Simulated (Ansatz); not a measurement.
SrCl2, space group Fm-3m: an equation of state with a fit, run with Ansatz's Python interface.

The script, `eos_srcl2.py`:
```python
"""Bulk modulus of SrCl2 from an E(V) curve."""

import warnings

import ansatz as az
import numpy as np
from pymatgen.analysis.eos import EOS

params = {
    "smearing": "fermi_dirac",
    "sigma": 0.02,
    "scf_tol": 1e-10,
    "ecut": 500,
    "kgrid": (6, 6, 6),
}

vectors0 = np.array([
    [0.0, 3.48835, 3.48835],
    [3.48835, 0.0, 3.48835],
    [3.48835, 3.48835, 0.0],
])
sites = [
    ("Sr", [0.0, 0.0, 0.0]),
    ("Cl", [0.25, 0.25, 0.25]),
    ("Cl", [0.75, 0.75, 0.75]),
]


def on_lattice(cell):
    crystal = az.Crystal(lattice=az.Lattice.of(cell))
    for symbol, position in sites:
        crystal = crystal.atom(symbol, position)
    return crystal

warnings.simplefilter("ignore", az.DeckWarning)

# uniform scaling of the cell
volumes, energies, pressures = [], [], []
for scale in np.linspace(0.94, 1.06, 7):
    cell = vectors0 * scale ** (1 / 3)
    calculation = (
        on_lattice(cell).calculation()
        .occupations(params["smearing"], width=params["sigma"])
        .scf(tolerance=params["scf_tol"])
        .basis(params["ecut"])
        .kpoints(*params["kgrid"])
        .stress()
    )
    rep = calculation.run(threads=1, backend="cpu").report
    volumes.append(abs(np.linalg.det(cell)) / len(sites))
    energies.append(rep["free_energy_ev"] / len(sites))
    pressures.append(np.trace(rep["stress_gpa"]) / 3)
    print(f"V = {volumes[-1]:8.4f} A^3/atom  F = {energies[-1]:.5f} eV/atom  P = {pressures[-1]:8.3f} GPa")

for form in ["murnaghan", "pourier_tarantola", "birch_murnaghan"]:
    fit = EOS(eos_name=form).fit(volumes, energies)
    print(f"{form:18s} V0 {fit.v0:8.4f} A^3/atom  B0 {fit.b0_GPa:7.1f} GPa  B1 {fit.b1:5.2f}")
```

From its runs, with one value withheld:

| V (Å³/atom) | F less the lowest row shown (meV/atom) |
| --- | --- |
| 26.601 | 26.17 |
| 27.167 | 14.96 |
| 27.733 | 7.09 |
| 28.299 | ? |
| 28.865 | 0.00 |
| 29.431 | 0.22 |
| 29.997 | 2.61 |

What is the missing energy at 28.299 Å³ an atom?

A third-order Birch-Murnaghan fit, E = E0 + (9 V0 B0 / 16) [(t - 1)³ B' + (t - 1)² (6 - 4t)] with t = (V0/V)^(2/3), through the 6 rows shown gives V0 = 29.092 Å³, B0 = 33.7 GPa, B' = 4.43 and E0 = -0.19 meV. At V = 28.299 Å³, t = 1.01859, and the fit interpolates to 2.20 meV. The run gave 2.21 meV, a miss of 0.01 meV.

What to keep in mind:
- Pressure is positive in compression.
- No functional is typed, so the default, PBE, holds.
- The starting cell is as deposited in a crystallographic database; the results hold for this polymorph, which needn't be the stable one.
- Hardware and time: 12 s on 1 thread of Intel(R) Xeon(R) Processor @ 2.30GHz (shared host), peak memory 0.61 GiB.
